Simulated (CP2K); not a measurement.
Runs of CP2K 2026.2 on Al3Pd. Symmetry: Pm-3m, No. 221, cubic system. The conventional cell has a = 3.947 Å, b = 3.947 Å, c = 3.947 Å, α = 90.00°, β = 90.00°, γ = 90.00°. Pd (site symmetry m-3m) has 12 Al at 2.79 Å as nearest neighbours. Al (site symmetry 4/mmm) has 4 Pd at 2.79 Å and 8 Al at 2.79 Å as nearest neighbours. The cell comes from a database or a generator and needn't be the stable form of this composition.

```tsv
task	level	NGRIDS	MPI ranks	gap on the mesh (eV)	pressure (GPa)	V0 of scaled cells (Å³/atom)	B0 (GPa)
single point	PBE	5	3	none	1.9	-	-
equation of state	PBE	4	-	-	-	15.63	(a)
equation of state	PBEsol	5	-	-	-	15.37	113
single point	PBEsol	4	3	none	(b)	-	-
```

Alike in all rows: potentials or basis POTENTIAL_UZH Pd GTH-PBE-q18, Al GTH-PBE-q3; TZVP-MOLOPT-PBE-GTH basis; no spin polarisation; cell as given; k mesh 7 × 7 × 7; smearing fermi-dirac 0.05 eV.

Task: Fill in the values left out.

Result: (a) 107; (b) 0.0.

Caveats: the basis of atomic orbitals isn't converged, which shifts pressures, moduli and gaps; the potentials were made for another functional, which shifts forces and pressure (some runs).

A k mesh can miss the band edges, and the runs leave out spin-orbit coupling on Pd.

A gap of «none» marks a metal or a gap under the smearing width.

Not every run made on this cell is shown here.
